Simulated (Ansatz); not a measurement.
**HfN (P6_3/mmc): relaxation of cell and ions from a Python script**

The task is a relaxation of cell and ions, for HfN (P6_3/mmc).

Program: Ansatz 0.2.0, driven from Python. Level of theory: DFT PBEsol+D3(BJ) with three-body term, plane waves, PAW. These are calculated values, not measurements.

### Step 1. The system

It takes space group P6_3/mmc (No. 194, hexagonal). The conventional cell has a = 3.134 Å, b = 3.134 Å, c = 5.417 Å, α = 90.00°, β = 90.00°, γ = 120.00°. Around Hf (site symmetry -6m2) lie 6 N at 2.26 Å. N (site symmetry -3m) is surrounded by 6 Hf at 2.26 Å.

No structure file is read: the coordinates are typed or built in the script.

### Step 2. Script

The input, vcrelax.py:

```python
'''Cell relaxation of HfN.'''

import json

import ansatz as az
from ase import Atoms
from ase.io import write
from ase.neighborlist import neighbor_list
import numpy as np

def edges_and_angles(cell):
    cell = np.asarray(cell)
    a, b, c = np.linalg.norm(cell, axis=1)
    cosines = cell[1] @ cell[2] / (b * c), cell[0] @ cell[2] / (a * c), cell[0] @ cell[1] / (a * b)
    return (a, b, c, *np.degrees(np.arccos(cosines)))

system = (
    az.Lattice.from_parameters(3.133908, 3.133908, 5.416768, alpha=90.0, beta=90.0, gamma=120.0)
    .atom('Hf', (2 / 3, 1 / 3, 0.75))
    .atom('Hf', (1 / 3, 2 / 3, 0.25))
    .atom('N', (0.0, 0.0, 0.0))
    .atom('N', (0.0, 0.0, 0.5))
)

# every cell quantity that the symmetry leaves free
job = system.calculation()
job = job.functional('PBEsol', dispersion='d3bjatm')
job = job.basis(470)
job = job.kpoints(8, 8, 4, center='gamma')
job = job.occupations('Marzari-Vanderbilt', width=0.1).relax(force_tolerance=0.02, cell=True)
out = job.run(threads=1, pin='off', events_out='stream.ndjson')
with open('stream.ndjson') as stream:
    events = [json.loads(line) for line in stream]
steps = [e['data'] for e in events if e['event'] == 'relax_step']
data = out.report
for s in steps:
    flag = '' if s['accepted'] else '  (rejected)'
    print('step %2d  E = %.5f eV  largest force component = %.4f eV/A%s' % (s['step'], s['lagrangian_ev'], s['allowed_force_max_ev_ang'], flag))

first, last = steps[0], steps[-1]
symbols = [site.symbol for site in out.lattice.sites]
print(f'energy gained {first["lagrangian_ev"] - last["lagrangian_ev"]:.4f} eV in {len(steps) - 1} steps')
for label, vectors in (('before', first['cell_ang']), ('after', out.lattice.cell_ang)):
    print(label, 'a b c (A) {:.4f} {:.4f} {:.4f}  angles {:.2f} {:.2f} {:.2f}'.format(*edges_and_angles(vectors)), f' V = {abs(np.linalg.det(vectors)):.3f} A^3')
print('final stress xx yy zz (GPa, compression positive):', np.round(np.diag(data['stress_gpa']), 3) + 0.0)

change = np.array(last['positions_ang']) @ np.linalg.inv(last['cell_ang']) - np.array(first['positions_ang']) @ np.linalg.inv(first['cell_ang'])
moved = np.linalg.norm(change @ np.array(last['cell_ang']), axis=1)
print('displacement within the cell, strain taken out (A):', ' '.join(f'{s}:{d:.3f}' for s, d in zip(symbols, moved)))

relaxed = Atoms(symbols, positions=[site.position_ang for site in out.lattice.sites], cell=out.lattice.cell_ang, pbc=True)
write('relaxed.vasp', relaxed, format='vasp')

print('atom   start x y z (A)              end x y z (A)')
for symbol, a, b in zip(symbols, first['positions_ang'], last['positions_ang']):
    print(f'{symbol:3s}', ' '.join(f'{v:8.4f}' for v in a), '  ', ' '.join(f'{v:8.4f}' for v in b))

final = Atoms(symbols, positions=last['positions_ang'], cell=out.lattice.cell_ang, pbc=True)
i, j, d = neighbor_list('ijd', final, 4.5)
print('neighbours within 1.1 times the shortest distance of each atom (A)')
for atom in range(len(final)):
    near = [m for m in np.argsort(d) if i[m] == atom]
    shell = [m for m in near if d[m] < 1.1 * d[near[0]]]
    print(f'{symbols[atom]}{atom} ({len(shell)}):', ', '.join(f'{symbols[j[m]]} {d[m]:.3f}' for m in shell))

for key in ('converged', 'n_iterations', 'n_electrons', 'n_kpoints', 'n_pw', 'n_symmetry_ops', 'free_energy_ev', 'fermi_energy_ev'):
    print(f'{key:18s} {data[key]}')
```

### Step 3. The calls as engine input

The engine receives this input:

```yaml
crystal:
  lattice:
    a: 3.133908
    b: 3.133908
    c: 5.416768
    alpha: 90.0
    beta: 90.0
    gamma: 120.0
  atoms:
    - { symbol: Hf, position: [0.6666666666666666, 0.3333333333333333, 0.75] }
    - { symbol: Hf, position: [0.3333333333333333, 0.6666666666666666, 0.25] }
    - { symbol: "N", position: [0.0, 0.0, 0.0] }
    - { symbol: "N", position: [0.0, 0.0, 0.5] }
basis:
  ecutwfc: 470.0
kpoints:
  mp_grid:
    grid: [8, 8, 4]
    shift: [0.0, 0.0, 0.0]
hamiltonian:
  xc: pbesol
  dispersion: d3bjatm
scf:
  occupations:
    method: cold
    width: 0.1
relax:
  f_tol: 0.02
  cell: {}
```

### Step 4. Running it

Run with:

```bash
> python vcrelax.py
```

Without the output at hand: what should come out? Wanted: free energy; moves of the relaxation; energy gained; last largest force component; relaxed conventional cell; space group at the end.

As calculated:

| quantity | value |
| --- | --- |
| free energy | -31961.8044 eV (-7990.4511 eV/atom) |
| moves of the relaxation | 4 |
| energy gained | 5.8 meV/atom |
| last largest force component | 0.0000 eV/Å |
| relaxed conventional cell | a = 3.109 Å, b = 3.109 Å, c = 5.372 Å, α = 90.00°, β = 90.00°, γ = 120.00° |
| space group at the end | P6_3/mmc |

In words: Over 4 moves the cell shrank by 2.4 % in volume, and the space group stayed P6_3/mmc. What to keep in mind:
- Total energies depend on the potentials; only differences at equal settings carry meaning. A total without «per atom» is that of the cell as typed.
- The run is spin-unpolarised.
- Dispersion corrections can be several per cent off in the lattices and pressures of metals.
- For a metal this k-point mesh is coarse: forces and stresses can move by several per cent on a finer one, and energies by some meV an atom.
- The zero of the levels is a convention of the potentials, so an absolute Fermi energy is no work function.
- Energies along a relaxation are free energies, and a last row that repeats the one before re-solves the same geometry more tightly.
- Spin-orbit coupling, which matters for elements this heavy, is left out.
- This cell is a computed structure, which may not be the phase found in nature.
